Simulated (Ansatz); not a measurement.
FeAu, 2 atoms in the cell. Symmetry: R-3m, No. 166, trigonal system. Conventional cell: a = 2.823 Å, b = 2.823 Å, c = 13.408 Å, α = 90.00°, β = 90.00°, γ = 120.00°. Around Au (site symmetry -3m) lie 6 Fe at 2.77 Å and 6 Au at 2.82 Å. Fe (site symmetry -3m) is surrounded by 6 Au at 2.77 Å and 6 Fe at 2.82 Å. The cell comes from a database or a generator and needn't be the stable form of this composition.

* Program: Ansatz 0.2.0
* Task: single point
* Functional: PBE
* Potentials or basis: Ansatz PAW
* Cutoff: 420 eV (not typed: the program's choice for these potentials)
* k mesh: 9 × 9 × 9
* Occupations: fermi-dirac, width 0.05 eV
* Spin: collinear spin, ferromagnetic start
* Starting moments: [0.0, 2.2] μB
* Fixed moment: 2.2 μB

Potentials or basis: Ansatz PAW.

Launch:

```bash
$ ansatz run input.yaml --threads 2 --pin off --max-ram 5632MiB --backend cpu --events-out ev --progress --plain --runs-dir out
```

Hardware: 2 threads of Intel(R) Xeon(R) Platinum 8488C (Sapphire Rapids), on a shared host.

Problem. Estimate the wall time of this run.

Solution. It took 5.9 s on 2 threads of Intel(R) Xeon(R) Platinum 8488C (Sapphire Rapids), with other jobs on the host, peak memory 0.43 GiB. Counts: scf iterations 13, plane waves 609, k points 85, bands 23.
